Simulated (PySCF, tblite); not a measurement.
**C₄H₉PSi+ (doublet): geometry, infrared bands and EPR parameters**

Aim: predict the infrared bands and EPR parameters of C₄H₉PSi+ (doublet) (`CCC#C[SiH2][PH2+]`).

The runs use tblite 0.8.0 and PySCF 2.14.0, with density-fitted response routines of our own; the level of theory stands in each step. All values are computed, except where a source is named. Atoms count from 0, in the outputs and in this text.

**1. The molecule as given**

15 atoms, charge 1, multiplicity 2; geometry from: force field or distance geometry start.

Bonds of the start (Å): C0–C1 1.50, C1–C2 1.48, C2–C3 1.21, C3–Si4 1.82, Si4–P5 2.17, C0–H6 1.13, C0–H7 1.12, C0–H8 1.09, C1–H9 1.12, C1–H10 1.11, Si4–H11 1.46, Si4–H12 1.49, P5–H13 1.44, P5–H14 1.44.

**2. Relaxing the molecule with GFN2-xTB**

Job settings and geometry (Å):

```
{"job": {"kind": "relax", "xc": "GFN2-xTB", "basis": "xTB"}, "charge": 1, "multiplicity": 2}
C     -2.706700     0.058700     0.424700
C     -2.018400    -0.586200    -0.742800
C     -0.576000    -0.285800    -0.663500
C      0.609200    -0.025900    -0.639100
Si     2.388900     0.329600    -0.588800
P      3.172600    -0.148500     1.377700
H     -3.679100    -0.486700     0.617400
H     -2.988700     1.104400     0.147300
H     -2.087600     0.090600     1.324200
H     -2.163200    -1.701200    -0.742200
H     -2.445900    -0.144400    -1.666500
H      3.068800    -0.477400    -1.590600
H      2.585900     1.785800    -0.853600
H      4.553200    -0.560500     1.409800
H      2.282400    -0.955800     2.164100
```

Launch:

```console
> OMP_NUM_THREADS=1 python probes_run.py task.json out
```

This one command runs all jobs of the session in turn.

The program printed:

```text
step      E/eV     max force
  0    -458.45873    2.452
  1    -458.69001    1.405
  2    -458.77416    2.557
  3    -458.84472    1.967
  4    -458.91418    0.986
  5    -459.00660    0.584
  6    -459.02814    0.415
  7    -459.04643    0.274
  8    -459.05300    0.164
  9    -459.05670    0.137
 10    -459.05911    0.126
 11    -459.06171    0.109
 12    -459.06361    0.125
 13    -459.06541    0.115
 14    -459.06759    0.128
 15    -459.07069    0.157
 16    -459.07416    0.149
 17    -459.07733    0.151
 18    -459.08011    0.143
 19    -459.08294    0.187
 20    -459.08610    0.219
 21    -459.08906    0.191
 22    -459.09156    0.136
 23    -459.09406    0.132
 24    -459.09684    0.128
 25    -459.09902    0.098
 26    -459.10015    0.068
 27    -459.10079    0.072
 28    -459.10145    0.071
 29    -459.10253    0.098
 30    -459.10385    0.103
 31    -459.10519    0.101
 32    -459.10658    0.109
 33    -459.10831    0.134
 34    -459.11055    0.123
 35    -459.11285    0.103
 36    -459.11465    0.097
 37    -459.11591    0.096
 38    -459.11657    0.108
 39    -459.11735    0.064
 40    -459.11783    0.061
 41    -459.11825    0.044
 42    -459.11866    0.055
 43    -459.11916    0.050
 44    -459.11959    0.046
 45    -459.11988    0.048
 46    -459.12017    0.050
 47    -459.12054    0.048
 48    -459.12089    0.040
 49    -459.12113    0.040
 50    -459.12129    0.033
 51    -459.12146    0.035
 52    -459.12165    0.035
 53    -459.12181    0.030
 54    -459.12193    0.028
 55    -459.12204    0.027
 56    -459.12219    0.029
 57    -459.12236    0.034
 58    -459.12251    0.031
 59    -459.12264    0.030
 60    -459.12280    0.034
 61    -459.12297    0.035
 62    -459.12312    0.030
 63    -459.12322    0.031
 64    -459.12331    0.030
 65    -459.12343    0.039
 66    -459.12359    0.040
 67    -459.12373    0.027
 68    -459.12381    0.027
 69    -459.12388    0.025
 70    -459.12397    0.024
 71    -459.12415    0.035
 72    -459.12439    0.039
 73    -459.12463    0.040
 74    -459.12486    0.038
 75    -459.12509    0.043
 76    -459.12534    0.048
 77    -459.12554    0.038
 78    -459.12568    0.027
 79    -459.12581    0.031
 80    -459.12603    0.038
 81    -459.12636    0.049
 82    -459.12671    0.047
 83    -459.12695    0.029
 84    -459.12708    0.028
 85    -459.12719    0.030
 86    -459.12737    0.030
 87    -459.12765    0.054
 88    -459.12784    0.051
 89    -459.12823    0.051
 90    -459.12852    0.044
 91    -459.12897    0.035
 92    -459.12915    0.040
 93    -459.12943    0.059
 94    -459.12971    0.068
 95    -459.13017    0.068
 96    -459.13087    0.082
 97    -459.13214    0.102
 98    -459.13325    0.257
 99    -459.13565    0.208
100    -459.13711    0.248
101    -459.12725    0.609
102    -459.13661    0.294
103    -459.13765    0.276
104    -459.14093    0.059
105    -459.14184    0.079
106    -459.14214    0.230
107    -459.14388    0.098
108    -459.14505    0.072
109    -459.14633    0.191
110    -459.14815    0.163
111    -459.14933    0.115
112    -459.14677    0.323
113    -459.15119    0.302
114    -459.15194    0.247
115    -459.15369    0.120
116    -459.15528    0.166
117    -459.15665    0.147
118    -459.15800    0.065
119    -459.15878    0.067
120    -459.15967    0.099
121    -459.16076    0.100
122    -459.16186    0.102
123    -459.16300    0.093
124    -459.16416    0.127
125    -459.16506    0.126
126    -459.16605    0.091
127    -459.16716    0.076
128    -459.16811    0.068
129    -459.16844    0.050
130    -459.16876    0.036
131    -459.16891    0.050
132    -459.16904    0.057
133    -459.16917    0.042
134    -459.16929    0.024
135    -459.16935    0.018
136    -459.16940    0.022
137    -459.16946    0.026
138    -459.16952    0.031
139    -459.16962    0.036
140    -459.16979    0.042
141    -459.17005    0.052
142    -459.17039    0.068
143    -459.17075    0.058
144    -459.17107    0.039
145    -459.17129    0.031
146    -459.17143    0.027
147    -459.17127    0.084
148    -459.17157    0.016
149    -459.17161    0.019
150    -459.17167    0.016
151    -459.17168    0.011
152    -459.17169    0.006
```

Run time: 1.1 s. Hardware: 1 thread of Arm Neoverse V1, shared host; peak memory 0.18 GiB.

Along the way: (not every step is listed)

| step | energy from step 0 (eV) | largest force (eV/Å) |
| --- | --- | --- |
| 0 | 0.0000 | 2.4515 |
| 1 | -0.2313 | 1.4050 |
| 2 | -0.3154 | 2.5575 |
| 3 | -0.3860 | 1.9671 |
| 4 | -0.4554 | 0.9861 |
| 5 | -0.5479 | 0.5842 |
| 6 | -0.5694 | 0.4145 |
| 7 | -0.5877 | 0.2740 |
| 8 | -0.5943 | 0.1644 |
| 21 | -0.6303 | 0.1914 |
| 34 | -0.6518 | 0.1231 |
| 47 | -0.6618 | 0.0484 |
| 60 | -0.6641 | 0.0339 |
| 73 | -0.6659 | 0.0403 |
| 86 | -0.6686 | 0.0303 |
| 99 | -0.6769 | 0.2079 |
| 112 | -0.6880 | 0.3230 |
| 125 | -0.7063 | 0.1257 |
| 138 | -0.7108 | 0.0307 |
| 147 | -0.7125 | 0.0845 |
| 148 | -0.7128 | 0.0163 |
| 149 | -0.7129 | 0.0190 |
| 150 | -0.7129 | 0.0159 |
| 151 | -0.7129 | 0.0108 |
| 152 | -0.7130 | 0.0063 |

Close pairs (by a distance rule), those that changed most:

| bond | before (Å) | after (Å) | change (Å) |
| --- | --- | --- | --- |
| Si4–P5 | 2.170 | 2.378 | +0.208 |
| P5–H13 | 1.441 | 1.390 | -0.051 |
| P5–H14 | 1.436 | 1.390 | -0.046 |
| C1–C2 | 1.475 | 1.429 | -0.046 |
| C0–H6 | 1.131 | 1.086 | -0.046 |
| Si4–H12 | 1.493 | 1.457 | -0.036 |
| C0–H7 | 1.118 | 1.087 | -0.031 |
| C0–C1 | 1.501 | 1.530 | +0.029 |

The final coordinates are the input of the step that follows.

**3. Vibrational analysis with GFN2-xTB**

Job settings and geometry (Å):

```
{"job": {"kind": "ir", "xc": "GFN2-xTB", "basis": "xTB"}, "charge": 1, "multiplicity": 2}
C     -2.610763     0.109124     0.377724
C     -1.755547    -0.807763    -0.499092
C     -0.401983    -0.357539    -0.589278
C      0.734870     0.069158    -0.664939
Si     2.433807     0.725576    -0.820980
P      3.129258    -0.411517     1.148548
H     -3.624165    -0.278291     0.424000
H     -2.644820     1.114162    -0.035191
H     -2.212525     0.163786     1.387799
H     -1.756245    -1.827864    -0.098797
H     -2.174714    -0.856967    -1.509834
H      3.257896     0.123068    -1.860193
H      2.605584     2.128074    -0.466390
H      2.795763    -1.754653     1.021001
H      2.219170    -0.141675     2.163710
```

The program printed:

```text
mode    cm-1     km/mol
  1      19.1      0.51
  2      53.3      0.88
  3      89.5      5.31
  4     109.0     13.77
  5     147.3      8.99
  6     207.2      6.83
  7     215.4      4.56
  8     296.5     41.12
  9     348.2      2.94
 10     363.1     12.50
 11     396.4    144.81
 12     439.5      3.28
 13     444.2     74.86
 14     464.3      9.97
 15     583.2     31.17
 16     612.8    162.53
 17     710.6    214.89
 18     774.1     12.06
 19     973.1      6.74
 20    1027.0      4.67
 21    1062.8      2.39
 22    1068.5     23.31
 23    1129.1      8.24
 24    1173.3      2.36
 25    1285.6      5.40
 26    1379.2    123.32
 27    1407.0     16.66
 28    1475.0     25.96
 29    1480.3      3.03
 30    2223.8    642.57
 31    2315.0     13.78
 32    2325.8     67.00
 33    2332.7    159.63
 34    2381.4     61.40
 35    2925.0      1.83
 36    2944.4     29.69
 37    3051.2     12.66
 38    3053.8     11.87
 39    3066.4      1.56
```

It took 0.49 s on 1 thread of Arm Neoverse V1, shared host; peak memory 0.18 GiB.

Which atoms move in the most intense modes:

| cm⁻¹ | km/mol | atoms |
| --- | --- | --- |
| 396 | 144.8 | H14 43 %, H13 42 %, P5 12 % |
| 444 | 74.9 | H11 31 %, H12 27 %, Si4 12 %, C3 12 % |
| 613 | 162.5 | H12 39 %, H11 37 %, Si4 14 % |
| 711 | 214.9 | H12 46 %, H11 45 % |
| 1379 | 123.3 | H10 46 %, H9 45 % |
| 2224 | 642.6 | C2 52 %, C3 46 % |
| 2326 | 67.0 | H11 38 %, H12 36 %, H14 12 %, H13 12 % |
| 2333 | 159.6 | H12 48 %, H11 46 % |

**4. EPR parameters: B3LYP/pcH-1**

The job, as its differences from that of step 3:

```diff
@@ -1,2 +1,2 @@
-{"job": {"kind": "ir", "xc": "GFN2-xTB", "basis": "xTB"}, "charge": 1, "multiplicity": 2}
+{"job": {"kind": "epr", "basis": "pcH-1"}, "charge": 1, "multiplicity": 2}
 C     -2.610763     0.109124     0.377724
```

Level: UKS B3LYP, pcH-1 on C H P Si, non-relativistic, mean-field spin-orbit, GIAO.

The program printed:

```text
UKS, coarse grid
  cycle   1  E = -788.30676587  |g| = 3.57e-01
  cycle   2  E = -788.15807324  |g| = 5.50e-01
  cycle   3  E = -788.34883768  |g| = 1.67e-01
  cycle   4  E = -788.36840781  |g| = 4.70e-02
  cycle   5  E = -788.36883340  |g| = 3.52e-02
  cycle   6  E = -788.36947196  |g| = 9.06e-03
  cycle   7  E = -788.36951858  |g| = 2.35e-03
  cycle   8  E = -788.36952269  |g| = 1.10e-03
  cycle   9  E = -788.36952405  |g| = 3.68e-04
UKS, final grid
  cycle   1  E = -788.36955639  |g| = 5.39e-04
  cycle   2  E = -788.36955577  |g| = 1.14e-03
  cycle   3  E = -788.36955664  |g| = 1.38e-04
  cycle   4  E = -788.36955665  |g| = 8.63e-05
  cycle   5  E = -788.36955667  |g| = 6.46e-05
  cycle   6  E = -788.36955667  |g| = 1.11e-05
E = -788.36955667 Eh   <S^2> = 0.7567 (exact 0.7500)
g shifts (ppm)      1          2          3
  rmc          -182       -182       -182
  gc              9         61         64
  oz_so         705       3866       7149
  total         532       3745       7031
hyperfine (MHz)  atom isotope    a_iso     a_fc   dipolar eigenvalues
    0   13C       0.03       0.03     -0.28     -0.22      0.51
    1   13C      -7.07      -7.08     -1.79     -0.80      2.59
    2   13C      14.01      14.02    -17.28    -16.56     33.84
    3   13C      45.06      45.00    -11.75     -9.47     21.22
    4  29Si       2.43       2.47    -13.29      6.13      7.16
    5   31P     461.34     463.03   -260.44   -246.58    507.02
    6    1H      -0.40      -0.40     -0.63     -0.53      1.16
    7    1H       1.25       1.25     -0.97     -0.79      1.76
    8    1H       1.00       1.00     -1.08     -0.66      1.74
    9    1H      40.86      40.86     -2.19     -0.50      2.69
   10    1H      41.11      41.11     -2.22     -1.27      3.48
   11    1H       1.43       1.43     -2.18     -1.12      3.30
   12    1H       0.45       0.45     -2.19     -1.13      3.32
   13    1H      -0.37      -0.44    -12.41      0.69     11.71
   14    1H       1.40       1.32    -12.38      0.63     11.75
```

Wall time 84 s (1 thread of Arm Neoverse V1, shared host); peak memory 0.91 GiB.

Principal g values 2.00285, 2.00606, 2.00935; g(iso) = 2.00609, against 2.00232 for a free electron.

Hyperfine couplings; where a row names several nuclei, a(iso) is their mean (it holds for fast rotation or exchange) and the dipolar term the largest among them:

| nuclei | isotope | a(iso) (MHz) | a(iso) (G, at g = 2.0023) | largest dipolar term (MHz) |
| --- | --- | --- | --- | --- |
| P5 | 31P | 461.3 | 164.6 | 507.0 |
| C3 | 13C | 45.1 | 16.1 | 21.2 |
| H9, H10 | 1H | 41.0 | 14.6 | 3.5 |
| C2 | 13C | 14.0 | 5.0 | 33.8 |
| C1 | 13C | -7.1 | -2.5 | 2.6 |
| Si4 | 29Si | 2.4 | 0.9 | -13.3 |
| H11, H12 | 1H | 0.9 | 0.3 | 3.3 |
| H6, H7, H8 | 1H | 0.6 | 0.2 | 1.8 |
| H13, H14 | 1H | 0.5 | 0.2 | -12.4 |
| C0 | 13C | 0.0 | 0.0 | 0.5 |

Mulliken spin populations:

C0 0.00; C1 -0.01; C2 0.19; C3 0.05; Si4 0.02; P5 0.74; H6 0.00; H7 0.00; H8 0.00; H9 0.02; H10 0.01; H11 0.00; H12 0.00; H13 -0.01; H14 -0.01

In first order the couplings over 0.8 MHz of 31P, 1H give 18 distinct lines over 194.5 G, if the averaged nuclei exchange fast.

Orbitals, density, ELF and potential are computed afterwards from the orbital file.

ELF in a plane through or near 4 of the atoms.

Values, 10 rows by 14 columns:
```
0.00 0.00 0.00 0.00 0.00 0.00 0.00 0.00 0.00 0.00 0.00 0.00 0.00 0.00
0.00 0.00 0.01 0.02 0.01 0.00 0.00 0.00 0.00 0.00 0.00 0.00 0.00 0.00
0.00 0.02 0.39 0.30 0.18 0.13 0.01 0.00 0.00 0.00 0.00 0.00 0.00 0.00
0.00 0.34 0.93 0.21 0.34 0.27 0.01 0.01 0.01 0.07 0.06 0.13 0.01 0.00
0.00 0.27 0.91 0.33 0.45 0.11 0.41 0.42 0.11 0.46 0.74 0.99 0.72 0.00
0.00 0.01 0.18 0.69 0.63 0.76 0.48 0.54 0.70 0.92 0.63 0.97 0.57 0.00
0.00 0.00 0.15 0.67 0.84 0.86 0.54 0.75 0.31 0.17 0.04 0.03 0.00 0.00
0.00 0.00 0.32 0.86 0.57 0.35 0.47 0.28 0.03 0.02 0.00 0.00 0.00 0.00
0.00 0.00 0.01 0.12 0.10 0.01 0.01 0.01 0.00 0.00 0.00 0.00 0.00 0.00
0.00 0.00 0.00 0.00 0.00 0.00 0.00 0.00 0.00 0.00 0.00 0.00 0.00 0.00
```
The map spans 12.4 Å across and 9.2 Å up, centred on the molecule. Atoms in the plane (x, y in Å): C3 (-0.7, -0.7), Si4 (-2.5, -1.1), P5 (-3.1, 1.2), H6 (3.6, 0.3).

On the surface of density 0.002 e/bohr³ the electrostatic potential runs, from the 1st to the 99th percentile, from 3.04 to 5.81 V.

The spin density lies nearest to P5 55 %; C2 15 %; C3 10 %; H14 6 %.

**5. What came out**

| quantity | value |
| --- | --- |
| strongest single infrared mode (GFN2-xTB) | 2224 cm⁻¹, 643 km/mol |
| zero-point energy (GFN2-xTB) | 66.3 kcal/mol |
| g(iso) (B3LYP) | 2.00609 |
| ⟨S²⟩ | 0.757 (exact 0.75) |
| largest a(iso) (averaged by class) | 31P on P5, 461.3 MHz |

What this shows: The optimisation took 152 steps and gained 0.713 eV; among the close pairs (by a distance rule), Si4–P5 changed most, from 2.170 to 2.378 Å. No mode is imaginary among the 39: a minimum at this level. The strongest single mode, at 2224 cm⁻¹, moves mainly C2 and C3. Unscaled tight-binding wavenumbers are off by several per cent, some by more. Its intensities can rank the bands wrongly. P5 carries the largest spin population, 0.74 e. The isotropic g lies 3.8 ppt above the free-electron value.
